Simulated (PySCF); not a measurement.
# CH2Se (methaneselone): the cost of one run

Computed with PySCF 2.14.0 and routines of our own; the level stands in each step. Atoms count from 0.

## (1) The system as given

4 atoms, charge 0, multiplicity 1; geometry from: GFN2-xTB.

## (2) Optimising the geometry at PBE0-D3(BJ)/def2-SVP

What the job is given:

```
{"job": {"xc": "PBE0", "basis": "def2-SVP", "d3": "d3bj", "grid": 1, "maxiter": 30, "shake": 0.01, "kind": "geom"}, "charge": 0, "multiplicity": 1}
C     -0.123210    -0.000950     0.005250
Se     1.565320    -0.254780    -0.080920
H     -0.878390    -0.783390    -0.106790
H     -0.525730     1.013760     0.149450
```

Run with:

```
OMP_NUM_THREADS=1 python heavy_run.py task.json out
```

This one command runs all jobs of the session in turn.

**Question.** How long does this first job take on 1 thread of Arm Neoverse V1, shared host, and how much memory does it need?

About 5.1 s, with a peak of 0.27 GiB.
